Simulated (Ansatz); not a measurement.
# CuAu: how the settings move a single-point run

Aim: see which settings change the result for CuAu, by how much, and at what cost.

Computed with Ansatz 0.2.0 (reference: DFT, LDA, PAW with Ansatz's default frozen-core files, scalar-relativistic, unless a step's input says otherwise).

**1. The structure to begin with**

The structure is tetragonal, space group P4/mmm (No. 123). Conventional cell: a = 2.811 Å, b = 2.811 Å, c = 3.685 Å, α = 90.00°, β = 90.00°, γ = 90.00°. Cu (site symmetry 4/mmm) is surrounded by 8 Au at 2.71 Å and 4 Cu at 2.81 Å. Au (site symmetry 4/mmm) has 8 Cu at 2.71 Å and 4 Au at 2.81 Å as nearest neighbours.

Structure file:

```
CELL_PARAMETERS angstrom
2.81075 0.00000 0.00000
0.00000 2.81075 0.00000
0.00000 0.00000 3.68500
ATOMIC_POSITIONS crystal
Cu 0.50000 0.50000 0.50000
Au 0.00000 0.00000 0.00000
```

**2. Reference**

File input.yaml:

```yaml
crystal:
  lattice:
    - [2.8107494552, 0.0, 0.0]
    - [0.0, 2.8107494552, 0.0]
    - [0.0, 0.0, 3.685]
  atoms:
    - { symbol: Cu, position: [0.5, 0.5, 0.5], spin: 0.3 }
    - { symbol: Au, position: [0.0, 0.0, 0.0] }
magnetization:
  spin_polarized: true
  initial_magnetization: 0.3
  spin_locking: { lock_magnetization: hard }
kpoints:
  mp_grid: { grid: [12, 12, 9] }
scf:
  occupations: { method: fermi_dirac, width: 0.08 }
  lower_state_search: "off"
hamiltonian:
  xc: lda
  pseudopotentials: { kind: paw }
output:
  forces: true
  stress: true
  eigenvalues: true
```

Command:

```bash
ansatz run input.yaml --threads 1 --pin off --max-ram 3072MiB --backend cpu --events-out ev --progress --plain --runs-dir out
```

**3. Changed: preconditioner kerker_dos, eigensolver.kind davidson**

input.yaml: that of step 2 with these lines changed.

```diff
@@ -17,2 +17,4 @@
   lower_state_search: "off"
+  mixing: { preconditioner: kerker_dos }
+  eigensolver: { kind: davidson }
 hamiltonian:
```

**Question.** What will these runs give? Wanted: for each run, ending; energy change; pressure; abs. moment; force.

The runs gave:

| run | ending | energy change | pressure (GPa) | abs. moment (μB) | force (eV/Å) | cycles | time |
| --- | --- | --- | --- | --- | --- | --- | --- |
| reference | converged | 0 | -8.6 | 0.30 | 0.00 | 10 | 3.6 s |
| 1: preconditioner kerker_dos, eigensolver.kind davidson | converged | 0.0 meV/atom | -8.6 | 0.30 | 0.00 | 10 | 5.8 s |

Residual by cycle in the longest SCF loop of each run; runs are numbered as in the table. The quantity is the density residual dr2, in eV.

| cycle | reference | run 1 |
| --- | --- | --- |
| 1 | 5.99 | 5.96 |
| 2 | 1.21 | 1.12 |
| 3 | 0.6 | 0.441 |
| 4 | 0.0223 | 0.0272 |
| 5 | 0.0251 | 0.0132 |
| 6 | 0.00316 | 8.9e-5 |
| 7 | 9.4e-5 | 4.4e-5 |
| 8 | 2.9e-6 | 4.3e-8 |
| 9 | 4.6e-7 | 2.2e-8 |
| 10 | 2.8e-8 | 5.7e-10 |

**Reading.** Energy and cycle count are those of the reference, so the change (mixing and solver) left the result and the number of cycles as they were. Cost: 5.8 s against 3.6 s.
